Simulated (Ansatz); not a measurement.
# triplet GaH2OF: levels of theory compared

Wanted: a comparison of 6 runs (UHSE06/cc-pVDZ, UPBE0/cc-pVDZ, RPA@PBE/cc-pVDZ, RPA@PBE0/cc-pVDZ, UMP2/cc-pVDZ, UCCSD(T)/cc-pVDZ) of triplet GaH2OF. 

The results are computed with Ansatz 0.2.0.

61 further runs of the same task are left out: 61 set aside as unsound or not needed.

## (1) Starting point

GaH2OF: 5 atoms, total charge 0, spin state triplet. SMILES of the parent species: `[OH][GaH][F]`. Geometry: relaxed at PBE0-D4/def2-TZVP. This is one conformer, not always the lowest. That shape belongs to the parent species and isn't relaxed for this state.

Bond lengths: O1–Ga2 1.771 Å, Ga2–F3 1.746 Å, O1–H4 0.959 Å, Ga2–H5 1.545 Å. Angles: O1–Ga2–F3 111.1°, O1–Ga2–H5 128.8°, F3–Ga2–H5 120.0°, Ga2–O1–H4 114.5°.

## (2) The energy at UHSE06/cc-pVDZ (run 1)

Input file run.yaml:

```yaml
crystal:
  periodic: [false, false, false]
  atoms:
    - {symbol: O, position_ang: [-1.130400, -0.588700, -0.283800]}
    - {symbol: Ga, position_ang: [0.383700, 0.280500, 0.015600]}
    - {symbol: F, position_ang: [0.438300, 1.777800, -0.881200]}
    - {symbol: H, position_ang: [-1.210600, -1.420700, 0.187200]}
    - {symbol: H, position_ang: [1.569000, -0.122600, 0.920900]}
basis:
  gaussian:
    orbitals: cc-pVDZ
magnetization:
  spin_polarized: true
  initial_magnetization: 2
hamiltonian:
  xc: {name: HSE06}
accuracy: high
output: {orbitals: {seedname: orbitals}}
```

Launch:

```console
$ ansatz run run.yaml --threads 1 --pin off --max-ram 3480MiB --events-out events.jsonl --progress --plain --runs-dir runs
```

Standard output:

```text
Warning: RAYON_NUM_THREADS=1 ignored (pool sized by the plan → 1); use --threads N
Functional definition: HSE06
  name "HSE06"
  parameter a = 0.25
  parameter omega = 0.11/bohr
  exchange = pbe_x - a*pbe_x_sr(omega) + a*exact_x_sr(omega)
  correlation = pbe_c
1380 factors; integrals over basis functions are off by at most 4.4e-9 eV
82 factors; integrals over basis functions are off by at most 9.8e-10 eV
mean field evaluation 1: about -57150.0916 eV, gradient 4.1e1 eV
mean field evaluation 2: about -57096.4370 eV, gradient 1.1e2 eV
mean field evaluation 4: about -57155.4067 eV, gradient 1.9e1 eV
mean field evaluation 8: about -57156.8390 eV, gradient 1.0e0 eV
mean field evaluation 16: about -57156.9275 eV, gradient 8.5e-3 eV
mean field evaluation 32: about -57156.9275 eV, gradient 2.9e-5 eV
mean field evaluation 64: about -57156.8731 eV, gradient 4.7e-1 eV
mean field evaluation 96: about -57157.0139 eV, gradient 5.0e-1 eV
mean field -57157.02211953 eV, -2100.4818204718 hartree, gradient 7.0e-8 eV, S^2 2.008928; 14 other end points of the search recorded, 0 dependent functions left out
reference -57157.02212338 eV, -2100.4818206133 hartree; 26, 24 occupied and 39, 41 virtual orbitals, 1380 factors
Total energy: -57157.02212338 eV, -2100.4818206133 hartree
```

Run time: 24 s. Hardware: 1 thread of Intel Xeon 6975P-C (Granite Rapids), shared host; peak memory 0.33 GiB.

## (3) The energy at UPBE0/cc-pVDZ (run 2)

Input file molecule.yaml:

```yaml
crystal:
  periodic: [false, false, false]
  atoms:
    - {symbol: O, position_ang: [-1.130400, -0.588700, -0.283800]}
    - {symbol: Ga, position_ang: [0.383700, 0.280500, 0.015600]}
    - {symbol: F, position_ang: [0.438300, 1.777800, -0.881200]}
    - {symbol: H, position_ang: [-1.210600, -1.420700, 0.187200]}
    - {symbol: H, position_ang: [1.569000, -0.122600, 0.920900]}
basis:
  gaussian:
    orbitals: cc-pVDZ
magnetization:
  spin_polarized: true
  initial_magnetization: 2
hamiltonian:
  xc: pbe0
accuracy: high
output:
  orbitals: {seedname: orbitals}
```

Launch:

```console
$ ansatz run molecule.yaml --threads 1 --pin off --max-ram 3480MiB --events-out events.jsonl --progress --plain --runs-dir runs
```

Standard output, shortened:

```text
Warning: RAYON_NUM_THREADS=1 ignored (pool sized by the plan → 1); use --threads N
Functional definition: PBE0
  name "PBE0"
[...]
1380 factors; integrals over basis functions are off by at most 4.4e-9 eV
[...]
mean field -57157.21377567 eV, -2100.4888637049 hartree, gradient 4.3e-8 eV, S^2 2.009237; 13 other end points of the search recorded, 0 dependent functions left out
reference -57157.21377856 eV, -2100.4888638111 hartree; 26, 24 occupied and 39, 41 virtual orbitals, 1380 factors
Total energy: -57157.21377856 eV, -2100.4888638111 hartree
```

It took 23 s on 1 thread of Intel Xeon 6975P-C (Granite Rapids), shared host; peak memory 0.32 GiB.

Runs 3 to 5 aren't shown in full; the table further down has their settings and results.

## (4) The energy at UCCSD(T)/cc-pVDZ (run 6)

Edit run.yaml of step 2 so:

```diff
@@ -9,10 +9,6 @@
 basis:
-  gaussian:
-    orbitals: cc-pVDZ
-magnetization:
-  spin_polarized: true
-  initial_magnetization: 2
-hamiltonian:
-  xc: {name: HSE06}
+  gaussian: {orbitals: cc-pVDZ}
+magnetization: {spin_polarized: true, initial_magnetization: 2}
+correlation: {method: ccsd_t, frozen_orbitals: {F: 1, Ga: 9, H: 0, O: 1}}
 accuracy: high
-output: {orbitals: {seedname: orbitals}}
+scf: {omitted_lower_state_checks: [cluster_reference, increment]}
```

Launch:

```console
$ ansatz run run.yaml --threads 1 --pin off --max-ram 3480MiB --events-out events.jsonl --progress --plain --runs-dir runs
```

Standard output:

```text
Warning: RAYON_NUM_THREADS=1 ignored (pool sized by the plan → 1); use --threads N
[... 20 lines left out ...]
11 core orbitals not correlated: weight in the atoms' cores, before any rotation towards them, 1.000 or more for the frozen orbitals, at most 0.000 for the correlated occupied ones
[... 57 lines left out ...]
Total energy: -57116.34362356 eV, -2098.9869133176 hartree
Checks for a lower state left out: cluster_reference, increment
```

Run time: 30 s. Hardware: 1 thread of Intel Xeon 6975P-C (Granite Rapids), shared host; peak memory 0.43 GiB.

## (5) Overview of the runs

| run | level | frozen core orbitals | energy (Eh) | ⟨S²⟩ | wall time |
| --- | --- | --- | --- | --- | --- |
| 1 | UHSE06/cc-pVDZ | – | -2100.481821 | 2.009 | 24 s |
| 2 | UPBE0/cc-pVDZ | – | -2100.488864 | 2.009 | 23 s |
| 3 | RPA@PBE/cc-pVDZ | 11 | -2099.207633 | 2.003 | 17 s |
| 4 | RPA@PBE0/cc-pVDZ | 11 | -2099.136698 | 2.009 | 35 s |
| 5 | UMP2/cc-pVDZ | 11 | -2098.950341 | 2.043 | 9.9 s |
| 6 | UCCSD(T)/cc-pVDZ | 11 | -2098.986913 | 2.043 | 30 s |

## (6) Outcome

| quantity | value |
| --- | --- |
| run 6: total energy | -2098.98691 Eh |
| run 6: correlation energy (11 core orbitals frozen) | -450.1 mEh |
| run 6: (T) correction | -8.77 mEh |
| run 6: ⟨S²⟩ of the reference determinant | 2.043 |
| run 6: T1 diagnostic | 0.017 |

Totals of different functionals can't be ranked against each other. All runs together took 2.3 min, the longest 35 s.
